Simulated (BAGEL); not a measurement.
# HF/STO-3G (density fitting with cc-pvqz-jkfit) run of Ge2SiH8 (SMILES [GeH3][SiH2][GeH3])

What is the vertical ionisation energy of Ge2SiH8 at HF/STO-3G (density fitting with cc-pvqz-jkfit)? 

Program for the calculation: BAGEL 1.2.2.

### 1 The structure to begin with

The species is Ge2SiH8 (11 atoms), meant as a singlet with charge 0. As SMILES, `[GeH3][SiH2][GeH3]`. Geometry: relaxed at PBE0-D4/def2-TZVP.

Bond lengths: Ge1–Si2 2.379 Å, Si2–Ge3 2.379 Å, Ge1–H4 1.538 Å, Ge1–H5 1.538 Å, Ge1–H6 1.538 Å, Si2–H7 1.489 Å, Si2–H8 1.489 Å, Ge3–H9 1.538 Å, Ge3–H10 1.538 Å, Ge3–H11 1.538 Å. Some angles: Ge1–Si2–Ge3 110.5°, Ge1–Si2–H7 109.5°, Ge1–Si2–H8 109.5°, Ge3–Si2–H7 109.5°, Ge3–Si2–H8 109.5°, Si2–Ge1–H4 111.3°, Si2–Ge1–H5 110.1°, Si2–Ge1–H6 110.1°, Si2–Ge3–H9 110.1°, Si2–Ge3–H10 110.1°.

### 2 The energy at HF/STO-3G (density fitting with cc-pvqz-jkfit)

The input, input.json:

```json
{ "bagel": [

{
  "title": "molecule",
  "basis": "sto-3g",
  "df_basis": "cc-pvqz-jkfit",
  "angstrom": true,
  "geometry": [
    { "atom": "Ge", "xyz": [   -1.314800,    1.329100,   -0.648100 ] },
    { "atom": "Si", "xyz": [   -0.420300,   -0.850100,   -0.318100 ] },
    { "atom": "Ge", "xyz": [    1.631200,   -0.735900,    0.880400 ] },
    { "atom": "H", "xyz": [   -2.643400,    1.277800,   -1.421300 ] },
    { "atom": "H", "xyz": [   -0.321200,    2.193400,   -1.442700 ] },
    { "atom": "H", "xyz": [   -1.566300,    2.008100,    0.708900 ] },
    { "atom": "H", "xyz": [   -0.189900,   -1.498600,   -1.638400 ] },
    { "atom": "H", "xyz": [   -1.395700,   -1.678400,    0.443000 ] },
    { "atom": "H", "xyz": [    1.405900,   -0.077200,    2.251900 ] },
    { "atom": "H", "xyz": [    2.652000,    0.110600,    0.101200 ] },
    { "atom": "H", "xyz": [    2.227800,   -2.135700,    1.103800 ] }
  ]
},
{
  "title": "hf",
  "charge": 0
},
{
  "title": "print",
  "file": "orbitals.molden",
  "orbitals": true
}

]}
```

Run with:

```sh
$ BAGEL_NUM_THREADS=1 BAGEL input.json > input.out
```

Output:

```text
* using 1 threads per process

  ===============================================================
  ===============================================================

  *** Geometry ***

  { "atom" : "Ge", "xyz" : [     -2.484612,      2.511635,     -1.224732 ] },
  { "atom" : "Si", "xyz" : [     -0.794252,     -1.606456,     -0.601122 ] },
  { "atom" : "Ge", "xyz" : [      3.082521,     -1.390649,      1.663715 ] },
  { "atom" : "H", "xyz" : [     -4.995302,      2.414692,     -2.685868 ] },
  { "atom" : "H", "xyz" : [     -0.606980,      4.144925,     -2.726308 ] },
  { "atom" : "H", "xyz" : [     -2.959878,      3.794759,      1.339627 ] },
  { "atom" : "H", "xyz" : [     -0.358859,     -2.831944,     -3.096127 ] },
  { "atom" : "H", "xyz" : [     -2.637491,     -3.171716,      0.837149 ] },
  { "atom" : "H", "xyz" : [      2.656766,     -0.145887,      4.255474 ] },
  { "atom" : "H", "xyz" : [      5.011554,      0.209004,      0.191240 ] },
  { "atom" : "H", "xyz" : [      4.209932,     -4.035888,      2.085880 ] },

  Number of auxiliary basis functions:      992

  Since a DF basis is specified, we compute 2- and 3-index integrals:
    o Being stored without compression. Storage requirement is 0.022 GB

  Number of basis functions:       53
  Number of electrons      :       86

    * METHOD: MOLECULE                             1.35

  *** RHF ***

  === Nuclear Repulsion ===
   475.3641313585

      * DIIS with orbital gradients will be used.

  === RHF iteration (sto-3g) ===
      0      -4393.78463007          0.00351807           0.24
      1      -4393.80574663          0.00089226           0.21
      2      -4393.80722183          0.00021287           0.20
      3      -4393.80731077          0.00002790           0.21
      4      -4393.80731232          0.00000368           0.22
      5      -4393.80731235          0.00000039           0.22
      6      -4393.80731235          0.00000007           0.28
      7      -4393.80731235          0.00000001           0.23
      8      -4393.80731235          0.00000000           0.22
    * SCF iteration converged.

    * Permanent dipole moment:
           (    0.050892,     0.100962,     0.038259) a.u.

    * METHOD: HF                                   2.44

    * METHOD: PRINT                                0.01

  ===============================================================
```

Wall time 4.8 s (1 thread of Intel Xeon Platinum 8488C (Sapphire Rapids), shared host); peak memory 0.18 GiB.

### 3 The doublet cation at the same level

The input, hf.json:

```json
{ "bagel": [

{
  "title": "molecule",
  "basis": "sto-3g",
  "df_basis": "cc-pvqz-jkfit",
  "angstrom": true,
  "geometry": [
    { "atom": "Ge", "xyz": [      -1.314800,       1.329100,      -0.648100 ] },
    { "atom": "Si", "xyz": [      -0.420300,      -0.850100,      -0.318100 ] },
    { "atom": "Ge", "xyz": [       1.631200,      -0.735900,       0.880400 ] },
    { "atom": "H", "xyz": [      -2.643400,       1.277800,      -1.421300 ] },
    { "atom": "H", "xyz": [      -0.321200,       2.193400,      -1.442700 ] },
    { "atom": "H", "xyz": [      -1.566300,       2.008100,       0.708900 ] },
    { "atom": "H", "xyz": [      -0.189900,      -1.498600,      -1.638400 ] },
    { "atom": "H", "xyz": [      -1.395700,      -1.678400,       0.443000 ] },
    { "atom": "H", "xyz": [       1.405900,      -0.077200,       2.251900 ] },
    { "atom": "H", "xyz": [       2.652000,       0.110600,       0.101200 ] },
    { "atom": "H", "xyz": [       2.227800,      -2.135700,       1.103800 ] }
  ]
},

{
  "title": "uhf",
  "charge": 1,
  "nopen": 1
},

{
  "title": "print",
  "file": "orbitals.molden",
  "orbitals": true
}

]}
```

Run with:

```sh
$ BAGEL_NUM_THREADS=1 BAGEL hf.json > hf.out
```

Output:

```text
* using 1 threads per process

  ===============================================================
  ===============================================================

  *** Geometry ***

  { "atom" : "Ge", "xyz" : [     -2.484612,      2.511635,     -1.224732 ] },
  { "atom" : "Si", "xyz" : [     -0.794252,     -1.606456,     -0.601122 ] },
  { "atom" : "Ge", "xyz" : [      3.082521,     -1.390649,      1.663715 ] },
  { "atom" : "H", "xyz" : [     -4.995302,      2.414692,     -2.685868 ] },
  { "atom" : "H", "xyz" : [     -0.606980,      4.144925,     -2.726308 ] },
  { "atom" : "H", "xyz" : [     -2.959878,      3.794759,      1.339627 ] },
  { "atom" : "H", "xyz" : [     -0.358859,     -2.831944,     -3.096127 ] },
  { "atom" : "H", "xyz" : [     -2.637491,     -3.171716,      0.837149 ] },
  { "atom" : "H", "xyz" : [      2.656766,     -0.145887,      4.255474 ] },
  { "atom" : "H", "xyz" : [      5.011554,      0.209004,      0.191240 ] },
  { "atom" : "H", "xyz" : [      4.209932,     -4.035888,      2.085880 ] },

  Number of auxiliary basis functions:      992

  Since a DF basis is specified, we compute 2- and 3-index integrals:
    o Being stored without compression. Storage requirement is 0.022 GB

  Number of basis functions:       53
  Number of electrons      :       86

    * METHOD: MOLECULE                             1.40

  *** Open-shell HF ***

  === Nuclear Repulsion ===
   475.3641313585

      * DIIS with orbital gradients will be used.

  === UHF iteration (sto-3g) ===
      0      -4393.47135001          0.01236705           0.40
      1      -4393.52800800          0.00258570           0.36
      2      -4393.53085013          0.00069349           0.35
      3      -4393.53120865          0.00023253           0.35
      4      -4393.53128300          0.00004834           0.33
      5      -4393.53129673          0.00001534           0.34
      6      -4393.53129950          0.00000664           0.35
      7      -4393.53129997          0.00000359           0.34
      8      -4393.53130008          0.00000071           0.35
      9      -4393.53130008          0.00000016           0.34
     10      -4393.53130008          0.00000007           0.34
     11      -4393.53130008          0.00000005           0.38
     12      -4393.53130008          0.00000002           0.37
     13      -4393.53130008          0.00000001           0.37
    * SCF iteration converged.

    * S^2 (UHF) is 0.7635

    * Permanent dipole moment:
           (    0.254604,     0.504908,     0.191189) a.u.

    * METHOD: UHF                                  5.31

    * METHOD: PRINT                                0.01

  ===============================================================
```

Wall time 7.5 s (1 thread of Intel Xeon Platinum 8488C (Sapphire Rapids), shared host); peak memory 0.18 GiB.

### 4 Summary of results

At HF/STO-3G (density fitting with cc-pvqz-jkfit):

```
                                          quantity           value
                     singlet Ge2SiH8: total energy  -4393.80731 Eh
                    singlet Ge2SiH8: dipole moment          0.30 D
                      singlet Ge2SiH8: HOMO energy        -8.15 eV
                      singlet Ge2SiH8: LUMO energy         9.98 eV
                    singlet Ge2SiH8: HOMO–LUMO gap        18.13 eV
                      doublet cation: total energy  -4393.53130 Eh
                              doublet cation: ⟨S²⟩           0.763
vertical ionisation energy (to the doublet cation)        7.511 eV
```

What this shows: The vertical ionisation energy comes to 7.51 eV (725 kJ/mol). −ε(HOMO) before ionisation, 8.15 eV, is 0.64 eV above this ionisation energy. In a minimal basis such a difference can be off by several eV, whatever the method.
